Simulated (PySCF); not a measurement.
# Sm(OH)3: other functionals and bases at one geometry

The task here is to estimate one member of a computed series from the others.

Computed with PySCF 2.14.0. Level: several levels, as the steps say, no spin–orbit coupling.

2 further runs of the same task are left out: 1 for a known fault of the program, 1 that didn't finish.

## Where the work starts

7 atoms, charge 0, spin multiplicity 1.

Bond lengths: Sm1–O2 2.096 Å, Sm1–O4 2.096 Å, Sm1–O6 2.096 Å, O2–H3 0.956 Å, O4–H5 0.956 Å, O6–H7 0.956 Å. Angles: O2–Sm1–O4 119.5°, O2–Sm1–O6 119.5°, O4–Sm1–O6 119.5°, Sm1–O2–H3 177.1°, Sm1–O4–H5 177.1°, Sm1–O6–H7 177.1°.

Geometry (Å):

```mol
H3O3Sm
  3D, bonds by distance, orders not assigned

  7  6  0  0  0  0  0  0  0  0999 V2000
    0.0000   -0.0000   -0.0327 Sm  0  0
    2.0904   -0.0000    0.1162 O   0  0
    3.0397   -0.0000    0.2326 H   0  0
   -1.0452    1.8103    0.1162 O   0  0
   -1.5198    2.6325    0.2326 H   0  0
   -1.0452   -1.8103    0.1162 O   0  0
   -1.5199   -2.6325    0.2326 H   0  0
  1  2  8  0
  1  4  8  0
  1  6  8  0
  2  3  8  0
  4  5  8  0
  6  7  8  0
M  END
```

Formal oxidation states: Sm +3. Each metal's 5 4f electrons lie in its core potential, so multiplicities, spins and levels count the valence alone. An earlier session relaxed this geometry at PBE0, Sm lcecp-1-SVP with ECP51, O def2-SVP, H def2-SVP (singlet, point group C3v).

At PBE0 on the finer grid: E = -261.947037 Eh, HOMO -7.55 eV, LUMO -1.27 eV, Mulliken charge on Sm1 +1.10 e, largest force component 0.008 eV/Å. 

Levels to run: BLYP; wB97X; M06-L; CAM-B3LYP; PBE0, TZVP. Hardware: 2 threads of Intel Xeon at 2.50GHz (Skylake/Cascade Lake), shared host.

The first run:

run.py (the lines that set the calculation)

```python
mol = gto.M(atom='''
Sm     0.00000     0.00000    -0.03269
O      2.09036    -0.00002     0.11617
H      3.03972    -0.00003     0.23256
O     -1.04516     1.81031     0.11617
H     -1.51983     2.63249     0.23256
O     -1.04520    -1.81029     0.11617
H     -1.51989    -2.63246     0.23256''',
    basis={'Sm': 'lcecp-1-SVP', 'O': 'def2-SVP', 'H': 'def2-SVP'},
    ecp={'Sm': 'lcecp-1-SVP'},
    charge=0, spin=0)
mf = dft.RKS(mol, xc='BLYP')
mf.grids.atom_grid = (75, 302)  # f atoms: unpruned, at least (60, 302)
mf = mf.density_fit()  # fitting sets: Sm AutoAux, O def2-universal-JKFIT, H def2-universal-JKFIT
mf.conv_tol = 1e-08; mf.max_cycle = 55
mf.kernel(dm0)  # dm0: the density of the relaxed state
```

Started as:

```
$ OMP_NUM_THREADS=2 python run.py
```

Among the steps run: BLYP; wB97X; M06-L; CAM-B3LYP; PBE0, TZVP.

One table of the session follows, with a row left open; its other results are not shown here.

| level | HOMO (eV) | gap (eV) | charge on Sm1 (e) | dipole (D) | largest force component (eV/Å) |
| --- | --- | --- | --- | --- | --- |
| PBE0 (relaxed here) | -7.55 | 6.28 | 1.10 | 0.55 | 0.01 |
| BLYP | -5.75 | 3.75 | 0.85 | 0.49 | 0.68 |
| wB97X | -10.03 | 10.51 | 1.11 | 0.58 | 0.26 |
| M06-L | -6.02 | 5.24 | 1.25 | 0.57 | 0.32 |
| CAM-B3LYP | ? | ? | ? | ? | ? |
| PBE0, TZVP | -7.83 | 6.50 | 1.63 | 0.62 | 0.28 |

Estimate the missing values for CAM-B3LYP.

**Answer.** HOMO (eV): -9.00; gap (eV): 8.39; charge on Sm1 (e): 1.07; dipole (D): 0.55; largest force component (eV/Å): 0.09. In the column «HOMO (eV)» it lies between wB97X (-10.03) and PBE0, TZVP (-7.83).

In one basis the HOMO–LUMO gap runs from 3.75 eV (BLYP) to 10.51 eV (wB97X). The largest leftover force, 0.68 eV/Å with BLYP, stands at a geometry relaxed at another level. With 4f in the core, its levels are missing from HOMO and gap, and its count is fixed, so no charge can pass from the ligands into it. Total energies of different levels can't be compared.
